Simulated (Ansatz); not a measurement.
# One shape, several levels: CH3Te (SMILES C[Te])

We compute a comparison of 6 runs (UBLYP/STO-3G, UCAM-B3LYP/STO-3G, UPBE0/STO-3G, UCCSDT(Q)/STO-3G, UCCSDT/STO-3G, UCCSD(T)/STO-3G) of CH3Te. 

The results are computed with Ansatz 0.2.0.

74 further runs of the same task are left out: 22 that didn't finish, 52 set aside as unsound or not needed.

## (1) The structure to begin with

CH3Te: 5 atoms, total charge 0, spin state doublet. SMILES: `C[Te]`. The Te2–C1 distance was set to 4.272 Å, away from the relaxed value. At this shape a bond of the SMILES string is far longer than usual.

Bond lengths: C1–H3 1.087 Å, C1–H4 1.087 Å, C1–H5 1.091 Å. Angles: H3–C1–H4 111.4°, H3–C1–H5 109.3°, H4–C1–H5 109.3°.

## (2) The energy at UBLYP/STO-3G (run 1)

File molecule.yaml:

```yaml
crystal:
  periodic: [false, false, false]
  atoms:
    - {symbol: C, position_ang: [-2.319752, -0.330394, -0.076198]}
    - {symbol: Te, position_ang: [1.912000, 0.238200, 0.073400]}
    - {symbol: H, position_ang: [-2.572652, -1.339094, 0.241402]}
    - {symbol: H, position_ang: [-2.818352, 0.415106, 0.538702]}
    - {symbol: H, position_ang: [-2.614652, -0.194794, -1.117998]}
basis:
  gaussian: {orbitals: STO-3G}
magnetization: {spin_polarized: true, initial_magnetization: 1}
hamiltonian: {xc: {name: BLYP}}
accuracy: high
```

Started as:

```sh
$ ansatz run molecule.yaml --threads 1 --pin off --max-ram 2610MiB --events-out events.jsonl --progress --plain --runs-dir runs
```

The log of the run:

```text
Warning: RAYON_NUM_THREADS=1 ignored (pool sized by the plan → 1); use --threads N
Functional definition: BLYP
  name "BLYP"
  parameter beta = 0.0042
  parameter a = 0.04918
  parameter b = 0.132
  parameter c = 0.2533
  parameter d = 0.349
  exchange = b88_x(beta = beta)
  correlation = lyp_c(a = a, b = b, c = c, d = d)
429 factors; integrals over basis functions are off by at most 1.2e-8 eV
mean field evaluation 1: about -179272.7438 eV, gradient 1.5e1 eV
mean field evaluation 2: about -179260.5741 eV, gradient 3.2e1 eV
mean field evaluation 4: about -179266.8327 eV, gradient 2.0e1 eV
mean field evaluation 8: about -179277.6687 eV, gradient 1.5e-1 eV
mean field evaluation 16: about -179277.6321 eV, gradient 4.0e-4 eV
mean field evaluation 32: about -179277.9848 eV, gradient 8.9e-2 eV
mean field evaluation 64: about -179267.7567 eV, gradient 1.4e1 eV
mean field evaluation 96: about -179277.9848 eV, gradient 5.9e-8 eV
mean field evaluation 128: about -179277.6283 eV, gradient 1.0e-1 eV
mean field -179277.98480531 eV, -6588.3444226124 hartree, gradient 3.2e-8 eV, S^2 1.733968; 12 other end points of the search recorded, 0 dependent functions left out
reference -179277.98485203 eV, -6588.3444243296 hartree; 31, 30 occupied and 4, 5 virtual orbitals, 429 factors
Total energy: -179277.98485203 eV, -6588.3444243296 hartree
```

Wall time 42 s (1 thread of Intel Xeon Platinum 8259CL at 2.50GHz (Skylake/Cascade Lake), shared host); peak memory 0.16 GiB.

## (3) The energy at UCAM-B3LYP/STO-3G (run 2)

File in.yaml:

```yaml
crystal:
  periodic: [false, false, false]
  atoms:
    - {symbol: C, position_ang: [-2.319752, -0.330394, -0.076198]}
    - {symbol: Te, position_ang: [1.912000, 0.238200, 0.073400]}
    - {symbol: H, position_ang: [-2.572652, -1.339094, 0.241402]}
    - {symbol: H, position_ang: [-2.818352, 0.415106, 0.538702]}
    - {symbol: H, position_ang: [-2.614652, -0.194794, -1.117998]}
basis:
  gaussian: {orbitals: STO-3G}
total_charge: 0
magnetization: {spin_polarized: true, initial_magnetization: 1}
hamiltonian: {xc: {name: CAM-B3LYP}}
accuracy: high
```

Started as:

```sh
$ ansatz run in.yaml --threads 1 --pin off --max-ram 2610MiB --events-out events.jsonl --progress --plain --runs-dir runs
```

The log of the run, cut to the lines that bear on the results:

```text
Warning: RAYON_NUM_THREADS=1 ignored (pool sized by the plan → 1); use --threads N
Functional definition: CAM-B3LYP
  name "CAM-B3LYP"
[...]
429 factors; integrals over basis functions are off by at most 1.2e-8 eV
159 factors; integrals over basis functions are off by at most 1.4e-9 eV
[...]
mean field -179287.68111498 eV, -6588.7007554205 hartree, gradient 1.2e-8 eV, S^2 1.748710; 8 other end points of the search recorded, 0 dependent functions left out
reference -179287.68113163 eV, -6588.7007560322 hartree; 31, 30 occupied and 4, 5 virtual orbitals, 429 factors
Total energy: -179287.68113163 eV, -6588.7007560322 hartree
```

It took 34 s on 1 thread of Intel Xeon Platinum 8259CL at 2.50GHz (Skylake/Cascade Lake), shared host; peak memory 0.22 GiB.

Runs 3 to 5 aren't shown in full; the table further down has their settings and results.

## (4) A single-point energy at UCCSD(T)/STO-3G (run 6)

File job.yaml:

```yaml
basis:
  gaussian: {orbitals: STO-3G}
crystal:
  periodic: [false, false, false]
  atoms:
    - {symbol: C, position_ang: [-2.319752, -0.330394, -0.076198]}
    - {symbol: Te, position_ang: [1.912000, 0.238200, 0.073400]}
    - {symbol: H, position_ang: [-2.572652, -1.339094, 0.241402]}
    - {symbol: H, position_ang: [-2.818352, 0.415106, 0.538702]}
    - {symbol: H, position_ang: [-2.614652, -0.194794, -1.117998]}
magnetization: {spin_polarized: true, initial_magnetization: 1}
correlation: {method: ccsd_t, frozen_orbitals: {C: 1, H: 0, Te: 18}}
accuracy: high
scf: {omitted_lower_state_checks: [cluster_reference, increment]}
```

Started as:

```sh
$ ansatz run job.yaml --threads 1 --pin off --max-ram 2610MiB --events-out events.jsonl --progress --plain --runs-dir runs
```

The log of the run:

```text
Warning: RAYON_NUM_THREADS=1 ignored (pool sized by the plan → 1); use --threads N
[... 24 lines left out ...]
19 core orbitals not correlated: weight in the atoms' cores, before any rotation towards them, 1.000 or more for the frozen orbitals, at most 0.000 for the correlated occupied ones
[... 51 lines left out ...]
Total energy: -179221.04029599 eV, -6586.2517504935 hartree
Checks for a lower state left out: cluster_reference, increment
```

It took 17 s on 1 thread of Intel Xeon Platinum 8259CL at 2.50GHz (Skylake/Cascade Lake), shared host; peak memory 0.15 GiB.

## (5) The series

| run | level | frozen core orbitals | energy (Eh) | ⟨S²⟩ | wall time |
| --- | --- | --- | --- | --- | --- |
| 1 | UBLYP/STO-3G | – | -6588.344424 | 1.734 | 42 s |
| 2 | UCAM-B3LYP/STO-3G | – | -6588.700756 | 1.749 | 34 s |
| 3 | UPBE0/STO-3G | – | -6588.195142 | 1.748 | 38 s |
| 4 | UCCSDT(Q)/STO-3G | 19 | -6586.251907 | 1.758 | 31 s |
| 5 | UCCSDT/STO-3G | 19 | -6586.251871 | 1.758 | 29 s |
| 6 | UCCSD(T)/STO-3G | 19 | -6586.251750 | 1.758 | 17 s |

## (6) Results

| quantity | value |
| --- | --- |
| run 6: total energy | -6586.25175 Eh |
| run 6: correlation energy (19 core orbitals frozen) | -58.7 mEh |
| run 6: (T) correction | -0.14 mEh |
| run 6: ⟨S²⟩ of the reference determinant | 1.758 |
| run 6: T1 diagnostic | 0.002 |

What this shows: Totals of different functionals can't be ranked against each other. In runs 1, 2, 3, 4, 5, 6 the basis is minimal, so the values are rough. In runs 1, 2, 3, 4, 5, 6 relativity is left out where basis or elements ask for it. Spin contamination of the reference: run 4 ⟨S²⟩ = 1.76, run 5 ⟨S²⟩ = 1.76, run 6 ⟨S²⟩ = 1.76, run 2 ⟨S²⟩ = 1.75, run 3 ⟨S²⟩ = 1.75, run 1 ⟨S²⟩ = 1.73. Where it is this large, the reference is a mixture of spin states, and values that rest on it are in doubt. All runs together took 3.2 min, the longest 42 s.
